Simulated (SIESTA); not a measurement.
Runs of SIESTA 5.4.2 on Mn. The cell holds a sheet with vacuum, 1 atom: a = 2.614 Å, b = 2.614 Å, c = 23.800 Å, α = 90.00°, β = 90.00°, γ = 90.00°. The cell was built by a generator and needn't be a form met in nature.

```tsv
level	U	gap on the mesh (eV)	moment (μB)	work function (eV)
PBE+U	Mn d U = 4 eV	none	4.71	3.54
PBE+U	Mn d U = 2 eV	none	4.67	3.27
PBE+U	Mn d U = 6 eV	none	(a)	3.55
PBE	-	none	4.41	(b)
PBE+U	Mn d U = 8 eV	none	(c)	3.58
```

Alike in all rows: task single point; potentials or basis PseudoDojo 0.4 standard (PBE files), DZP (energy shift 0.003 Ry; two zetas on semicore shells); spin collinear, ferromagnetic start; cell as given; k mesh 10 × 10 × 1; smearing fermi-dirac 0.05 eV; grid cutoff 800 Ry; energy shift 0.003 Ry.

Problem. Fill in the values left out.

Solution. (a) 4.81; (b) 3.38; (c) 4.85.

Caveats: the basis of atomic orbitals isn't converged, which shifts pressures, moduli and gaps; the U is typed as a test and isn't derived for this compound (some runs).

A gap of «none» marks a metal or a gap under the smearing width.
